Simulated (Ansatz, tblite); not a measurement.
**C25H30S3Si2: a ladder of methods and basis sets**

How do method and basis change the picture of C25H30S3Si2 (singlet)?

The runs use Ansatz 0.2.0, Gaussian basis; as each input shows.

Plan: GFN1-xTB, GFN2-xTB, PBE-D4/def2-SVP, r2SCAN-D4/def2-SVP, PBE+5HF/def2-SVP, PBE+10HF/def2-SVP, PBE+15HF/def2-SVP, PBE+35HF/def2-SVP, PBE+50HF/def2-SVP.

1 further run of the same task is left out (set aside as unsound or not needed).

## 1. The structure

The geometry is that of the singlet, from an earlier relaxation (r2SCAN-D4/def2-SVP).

SMILES `Cc1cc(-c2sc(-c3sc(C#C[Si](C)(C)C)cc3C)cc2C)sc1C#C[Si](C)(C)C`, 60 atoms, charge 0, spin multiplicity 1.

Bond lengths: C1–C2 1.496 Å, C1–H31 1.102 Å, C1–H32 1.103 Å, C1–H33 1.099 Å, C2–C3 1.413 Å, C2–C24 1.399 Å, C3–C4 1.393 Å, C3–H34 1.093 Å, C4–C5 1.440 Å, C4–S23 1.746 Å, C5–S6 1.748 Å, C5–C21 1.400 Å, S6–C7 1.743 Å, C7–C8 1.441 Å, C7–C20 1.390 Å, C8–S9 1.743 Å, C8–C18 1.402 Å, S9–C10 1.746 Å and more. Angles: C2–C1–H31 111.0°, C2–C1–H32 111.0°, C2–C1–H33 111.1°, H31–C1–H32 107.2°, H31–C1–H33 108.5°, H32–C1–H33 108.0°, C1–C2–C3 124.6°, C1–C2–C24 123.5°, C3–C2–C24 111.9°, C2–C3–C4 114.7°, C2–C3–H34 123.1°, C4–C3–H34 122.2°, C3–C4–C5 127.3°, C3–C4–S23 110.0°, C5–C4–S23 122.7°, C4–C5–S6 118.4°, C4–C5–C21 130.8°, S6–C5–C21 110.7° and more.

PBE0-D4/def2-SVP was run before; its log isn't repeated, and its numbers join the tables.

## 2. GFN1-xTB

Tight binding, by tblite at 300 K electronic temperature and without a spin-polarisation term:

```python
tblite.interface.Calculator('GFN1-xTB', numbers, positions, charge=0, uhf=0).singlepoint()
```

Energy -2278.9856 eV, HOMO -10.32 eV, LUMO -8.52 eV; 0.21 s.

## 3. GFN2-xTB

Tight binding, by tblite at 300 K electronic temperature and without a spin-polarisation term:

```python
tblite.interface.Calculator('GFN2-xTB', numbers, positions, charge=0, uhf=0).singlepoint()
```

Energy -2228.0230 eV, HOMO -9.48 eV, LUMO -7.71 eV; 0.2 s.

## 4. PBE-D4/def2-SVP

start.molden holds the orbitals of an earlier run on this state, given as this run's starting guess.

in.yaml

```yaml
crystal:
  periodic: [false, false, false]
  atoms:
    - {symbol: C, position_ang: [4.182566, 2.046618, -1.962570]}
    - {symbol: C, position_ang: [3.715177, 1.121441, -0.883988]}
    - {symbol: C, position_ang: [2.360068, 0.843941, -0.596292]}
    - {symbol: C, position_ang: [2.158830, -0.050095, 0.453168]}
    - {symbol: C, position_ang: [0.900626, -0.540114, 0.952215]}
    - {symbol: S, position_ang: [-0.544185, -0.225653, 0.020108]}
    - {symbol: C, position_ang: [-1.565641, -1.026948, 1.183824]}
    - {symbol: C, position_ang: [-2.990588, -1.095609, 0.980416]}
    - {symbol: S, position_ang: [-3.780624, 0.081019, -0.034435]}
    - {symbol: C, position_ang: [-5.341005, -0.668104, 0.195820]}
    - {symbol: C, position_ang: [-6.486792, -0.150255, -0.426557]}
    - {symbol: C, position_ang: [-7.488529, 0.309563, -0.975149]}
    - {symbol: Si, position_ang: [-8.991364, 0.995444, -1.790369]}
    - {symbol: C, position_ang: [-9.560313, -0.203363, -3.120771]}
    - {symbol: C, position_ang: [-10.330916, 1.205383, -0.489004]}
    - {symbol: C, position_ang: [-8.543446, 2.653642, -2.549810]}
    - {symbol: C, position_ang: [-5.224519, -1.768209, 1.037945]}
    - {symbol: C, position_ang: [-3.908384, -2.025309, 1.488340]}
    - {symbol: C, position_ang: [-3.556476, -3.182303, 2.372580]}
    - {symbol: C, position_ang: [-0.792376, -1.528568, 2.224537]}
    - {symbol: C, position_ang: [0.595279, -1.266672, 2.109015]}
    - {symbol: C, position_ang: [1.593310, -1.711134, 3.134335]}
    - {symbol: S, position_ang: [3.695819, -0.562312, 1.104870]}
    - {symbol: C, position_ang: [4.581655, 0.422939, -0.035984]}
    - {symbol: C, position_ang: [5.983950, 0.444967, -0.016395]}
    - {symbol: C, position_ang: [7.215969, 0.452653, -0.006249]}
    - {symbol: Si, position_ang: [9.056381, 0.471139, 0.002119]}
    - {symbol: C, position_ang: [9.645768, 0.640112, 1.778177]}
    - {symbol: C, position_ang: [9.686030, -1.134971, -0.741462]}
    - {symbol: C, position_ang: [9.631467, 1.937206, -1.023458]}
    - {symbol: H, position_ang: [3.678201, 3.023452, -1.891058]}
    - {symbol: H, position_ang: [3.956013, 1.635808, -2.960746]}
    - {symbol: H, position_ang: [5.267607, 2.208902, -1.900625]}
    - {symbol: H, position_ang: [1.528795, 1.299617, -1.140962]}
    - {symbol: H, position_ang: [-10.465187, 0.176219, -3.625284]}
    - {symbol: H, position_ang: [-8.780347, -0.348184, -3.885230]}
    - {symbol: H, position_ang: [-9.799841, -1.190234, -2.692760]}
    - {symbol: H, position_ang: [-10.007775, 1.895556, 0.306631]}
    - {symbol: H, position_ang: [-10.581723, 0.241515, -0.017431]}
    - {symbol: H, position_ang: [-11.251890, 1.612206, -0.939795]}
    - {symbol: H, position_ang: [-8.189169, 3.360891, -1.783409]}
    - {symbol: H, position_ang: [-7.746183, 2.544277, -3.302167]}
    - {symbol: H, position_ang: [-9.419785, 3.101987, -3.046901]}
    - {symbol: H, position_ang: [-6.087242, -2.381428, 1.305423]}
    - {symbol: H, position_ang: [-4.351967, -3.940948, 2.348952]}
    - {symbol: H, position_ang: [-3.430719, -2.871648, 3.424230]}
    - {symbol: H, position_ang: [-2.614857, -3.658161, 2.057349]}
    - {symbol: H, position_ang: [-1.220450, -2.040096, 3.086793]}
    - {symbol: H, position_ang: [2.238690, -0.881601, 3.465132]}
    - {symbol: H, position_ang: [2.259390, -2.499255, 2.743964]}
    - {symbol: H, position_ang: [1.080386, -2.116492, 4.018043]}
    - {symbol: H, position_ang: [10.748303, 0.647740, 1.823351]}
    - {symbol: H, position_ang: [9.286973, -0.197638, 2.397946]}
    - {symbol: H, position_ang: [9.280218, 1.575387, 2.232146]}
    - {symbol: H, position_ang: [9.337278, -1.255652, -1.779433]}
    - {symbol: H, position_ang: [9.332832, -2.005092, -0.165029]}
    - {symbol: H, position_ang: [10.788752, -1.157420, -0.748056]}
    - {symbol: H, position_ang: [10.733242, 1.986277, -1.046746]}
    - {symbol: H, position_ang: [9.273992, 1.861019, -2.062953]}
    - {symbol: H, position_ang: [9.258715, 2.886589, -0.606367]}
basis:
  gaussian: {orbitals: def2-SVP, fitting: {mean_field: def2-universal-jkfit}, initial_orbitals: start.molden}
hamiltonian: {xc: pbe, dispersion: d4}
scf: {omitted_lower_state_checks: [starts]}
output: {forces: true, orbitals: {seedname: orbitals}}
```

Started as:

```bash
ansatz run in.yaml --threads 2 --pin off --events-out ev --progress --plain --max-ram 32768MiB --backend cuda --devices 0, --max-vram 18GiB
```

The runs that follow: r2SCAN-D4/def2-SVP; PBE+5HF/def2-SVP; PBE+10HF/def2-SVP; PBE+15HF/def2-SVP; PBE+35HF/def2-SVP; PBE+50HF/def2-SVP.

**Question.** What will the summary of the whole plan be? Wanted: gap in def2-SVP, named functionals, smallest and largest; gap over the share of exact exchange; binding an atom, functionals in def2-SVP.

**Answer**, as computed:

| quantity | value |
| --- | --- |
| gap in def2-SVP, named functionals, smallest and largest | 1.95 eV (PBE-D4), 3.28 eV (PBE0-D4) |
| gap over the share of exact exchange | 1.95 eV at 0, 4.70 eV at 0.5 |
| binding an atom, functionals in def2-SVP | 4.70 (r2SCAN-D4) to 4.82 eV (PBE-D4) |

What this shows: Over the named functionals in def2-SVP the gap runs from 1.95 eV (PBE-D4) to 3.28 eV (PBE0-D4); exact exchange widens it. Raising the share of exact exchange from 0 to 0.5 moves the HOMO by -1.67 eV and the LUMO by +1.08 eV.
